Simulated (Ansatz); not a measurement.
**C₇H₁₂O₂: one species, many methods**

One table from this session's results is given with a row withheld; the runs are named, their logs left out.

Program: Ansatz 0.2.0, Gaussian basis. Level of theory: functionals in def2-TZVPP, the program's frozen cores in correlated methods. These are calculated values, not measurements.

The runs, in order: LDA (SPW92), PBE-D4, revPBE-D4, BLYP-D4, r2SCAN-D4, B97M-V, PBE0-D4, B3LYP-D4, r2SCANh-D4, r2SCAN0-D4, HSE06-D4, BHLYP-D4, CAM-B3LYP-D4, LC-ωPBE, ωB97X-V, ωB97M-V, B2PLYP, PBE-QIDH; CCSD(T)/def2-SVP; CCSD(T)/def2-TZVPP; MP2/def2-QZVPP; extrapolation to the limit; RPA on PBE.

## Structure used throughout

All runs share one geometry, relaxed beforehand with PBE0-D4 in a triple-zeta def2 set.

21 atoms, charge 0, spin multiplicity 1.

Atoms are counted from 1 here; the program's logs count them from 0.

Bond lengths: C1–C2 1.325 Å, C1–H10 1.084 Å, C1–H11 1.086 Å, C2–C3 1.493 Å, C2–H12 1.087 Å, C3–C4 1.523 Å, C3–H13 1.095 Å, C3–H14 1.093 Å, C4–C5 1.505 Å, C4–H15 1.096 Å, C4–H16 1.093 Å, C5–O6 1.203 Å, C5–O7 1.338 Å, O7–C8 1.434 Å, C8–C9 1.509 Å, C8–H17 1.091 Å, C8–H18 1.091 Å, C9–H19 1.092 Å and more. Angles: C2–C1–H10 121.6°, C2–C1–H11 121.5°, H10–C1–H11 116.9°, C1–C2–C3 124.6°, C1–C2–H12 119.6°, C3–C2–H12 115.8°, C2–C3–C4 112.9°, C2–C3–H13 109.3°, C2–C3–H14 109.6°, C4–C3–H13 108.4°, C4–C3–H14 108.9°, H13–C3–H14 107.6°, C3–C4–C5 113.3°, C3–C4–H15 110.4°, C3–C4–H16 111.5°, C5–C4–H15 106.4°, C5–C4–H16 108.7°, H15–C4–H16 106.1° and more.

Geometry (Å):

```mol
C7H12O2
  3D, bonds by distance, orders not assigned

 21 20  0  0  0  0  0  0  0  0999 V2000
   -1.9082   -0.0792   -3.3707 C   0  0
   -1.1484    0.3493   -2.3727 C   0  0
    0.2643   -0.0750   -2.1402 C   0  0
    0.4501   -0.8174   -0.8232 C   0  0
    0.2459    0.0542    0.3860 C   0  0
    0.2211    1.2569    0.3772 O   0  0
    0.1147   -0.6868    1.4926 O   0  0
   -0.0282    0.0273    2.7276 C   0  0
    1.3130    0.4240    3.2940 C   0  0
   -2.9309    0.2588   -3.4915 H   0  0
   -1.5315   -0.7804   -4.1098 H   0  0
   -1.5551    1.0567   -1.6538 H   0  0
    0.9113    0.8081   -2.1326 H   0  0
    0.5941   -0.7186   -2.9600 H   0  0
    1.4684   -1.2157   -0.7494 H   0  0
   -0.2183   -1.6787   -0.7505 H   0  0
   -0.5486   -0.6682    3.3868 H   0  0
   -0.6581    0.9020    2.5584 H   0  0
    1.9510   -0.4514    3.4314 H   0  0
    1.8172    1.1312    2.6343 H   0  0
    1.1763    0.9031    4.2663 H   0  0
  1  2  8  0
  2  3  8  0
  3  4  8  0
  4  5  8  0
  5  6  8  0
  5  7  8  0
  7  8  8  0
  8  9  8  0
  1 10  8  0
  1 11  8  0
  2 12  8  0
  3 13  8  0
  3 14  8  0
  4 15  8  0
  4 16  8  0
  8 17  8  0
  8 18  8  0
  9 19  8  0
  9 20  8  0
  9 21  8  0
M  END
```

The first run:

File in.yaml:

```yaml
crystal:
  periodic: [false, false, false]
  atoms:
    - {symbol: C, position_ang: [-1.908153, -0.079172, -3.370679]}
    - {symbol: C, position_ang: [-1.148438, 0.349251, -2.372655]}
    - {symbol: C, position_ang: [0.264282, -0.074966, -2.140171]}
    - {symbol: C, position_ang: [0.450103, -0.817440, -0.823213]}
    - {symbol: C, position_ang: [0.245930, 0.054206, 0.385950]}
    - {symbol: O, position_ang: [0.221070, 1.256880, 0.377184]}
    - {symbol: O, position_ang: [0.114657, -0.686819, 1.492556]}
    - {symbol: C, position_ang: [-0.028162, 0.027281, 2.727563]}
    - {symbol: C, position_ang: [1.313001, 0.423968, 3.293981]}
    - {symbol: H, position_ang: [-2.930857, 0.258825, -3.491459]}
    - {symbol: H, position_ang: [-1.531507, -0.780417, -4.109777]}
    - {symbol: H, position_ang: [-1.555106, 1.056681, -1.653799]}
    - {symbol: H, position_ang: [0.911253, 0.808121, -2.132629]}
    - {symbol: H, position_ang: [0.594132, -0.718596, -2.960033]}
    - {symbol: H, position_ang: [1.468356, -1.215735, -0.749398]}
    - {symbol: H, position_ang: [-0.218324, -1.678745, -0.750517]}
    - {symbol: H, position_ang: [-0.548650, -0.668239, 3.386788]}
    - {symbol: H, position_ang: [-0.658128, 0.902034, 2.558359]}
    - {symbol: H, position_ang: [1.951014, -0.451383, 3.431393]}
    - {symbol: H, position_ang: [1.817237, 1.131180, 2.634250]}
    - {symbol: H, position_ang: [1.176280, 0.903083, 4.266315]}
basis:
  gaussian: {orbitals: def2-TZVPP}
hamiltonian: {xc: lda}
output: {orbitals: {seedname: orbitals}}
```

Started as:

```console
$ ansatz run in.yaml --threads 4 --pin off --events-out ev --progress --plain --max-ram 66560MiB --backend cuda --devices 0, --max-vram 37GiB
```

Among the steps run: LDA; PBE-D4 (GGA); revPBE-D4 (GGA); BLYP-D4 (GGA); r2SCAN-D4 (meta-GGA); B97M-V (meta-GGA); B3LYP-D4 (hybrid); r2SCANh-D4 (hybrid); r2SCAN0-D4 (hybrid); HSE06-D4 (hybrid); BHLYP-D4 (hybrid); CAM-B3LYP-D4 (range-separated); LC-ωPBE (range-separated); ωB97X-V (range-separated); ωB97M-V (range-separated); B2PLYP (double hybrid); PBE-QIDH (double hybrid).

One of the session's tables, all rows but one given; the rest of the session is left out.

It belongs to the step «Orbital energies across the functionals». 

| functional | HOMO (eV) | gap (eV) |
| --- | --- | --- |
| LDA (SPW92) | -6.48 | 5.35 |
| PBE-D4 | -6.29 | 5.42 |
| revPBE-D4 | -6.22 | 5.46 |
| BLYP-D4 | -6.13 | 5.36 |
| r2SCAN-D4 | -6.49 | 5.90 |
| B97M-V | -6.51 | 5.94 |
| PBE0-D4 | ? | ? |
| B3LYP-D4 | -7.20 | 7.11 |
| r2SCANh-D4 | -6.92 | 6.71 |
| r2SCAN0-D4 | -7.57 | 7.92 |
| HSE06-D4 | -7.02 | 6.83 |
| BHLYP-D4 | -8.39 | 9.63 |
| CAM-B3LYP-D4 | -8.77 | 10.05 |
| LC-ωPBE | -10.19 | 12.71 |
| ωB97X-V | -9.79 | 12.18 |
| ωB97M-V | -9.70 | 11.88 |

Q: Estimate the row for PBE0-D4 from the others.

As computed: HOMO (eV): -7.42; gap (eV): 7.61. In the column «HOMO (eV)» it lies between r2SCAN0-D4 (-7.57) and B3LYP-D4 (-7.20).
